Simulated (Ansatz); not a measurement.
**CH2I radical: basis-set convergence**

How large a basis does CH2I radical need? Two functionals are run in growing sets.

The runs use Ansatz 0.2.0, Gaussian basis; one geometry, several basis sets.

Levels to be run: PBE0-D4/def2-SVP; ωB97M-V/def2-SVP; PBE0-D4/def2-QZVPP; ωB97M-V/def2-QZVPP; the functionals' def2-TZVPP values are taken from earlier runs.

### Step 1. The relaxed structure

An earlier PBE0-D4 in a triple-zeta def2 set relaxation fixed the geometry. I takes the def2 core potential; no spin-orbit term is included.

SMILES `[CH2]I`, 4 atoms, charge 0, spin multiplicity 2.

Atoms are counted from 1 here; the program's logs count them from 0.

Bond lengths: C1–I2 2.029 Å, C1–H3 1.079 Å, C1–H4 1.079 Å. Angles: I2–C1–H3 118.4°, I2–C1–H4 118.4°, H3–C1–H4 123.2°.

As a file:

```tsv
atom	x (Å)	y (Å)	z (Å)
C1	-0.0709	-0.1690	-0.1840
I2	0.6151	1.0765	1.2629
H3	-0.7694	0.2209	-0.9074
H4	0.2806	-1.1887	-0.1918
```

### Step 2. PBE0-D4 in def2-SVP

File in.yaml:

```yaml
crystal:
  periodic: [false, false, false]
  atoms:
    - {symbol: C, position_ang: [-0.070887, -0.169030, -0.183965]}
    - {symbol: I, position_ang: [0.615119, 1.076495, 1.262929]}
    - {symbol: H, position_ang: [-0.769355, 0.220911, -0.907423]}
    - {symbol: H, position_ang: [0.280624, -1.188677, -0.191842]}
basis:
  gaussian: {orbitals: def2-SVP}
magnetization: {spin_polarized: true, initial_magnetization: 1}
hamiltonian: {xc: pbe0, dispersion: d4}
output: {orbitals: {seedname: orbitals}}
```

The runs that follow: ωB97M-V in def2-SVP; PBE0-D4 in def2-QZVPP; ωB97M-V in def2-QZVPP.

Q: Predict the results of all the runs planned. Wanted: PBE0-D4: double and triple zeta above quadruple; ωB97M-V: double and triple zeta above quadruple.

**Answer**, as computed:

| quantity | value |
| --- | --- |
| PBE0-D4: double and triple zeta above quadruple | 1.65, 0.10 eV |
| ωB97M-V: double and triple zeta above quadruple | 1.76, 0.10 eV |

In words: PBE0-D4 gains 1.55 eV from double to triple zeta, then 0.10 eV more. These are total energies; as a rule much of such shifts cancels in differences, which this series doesn't test.
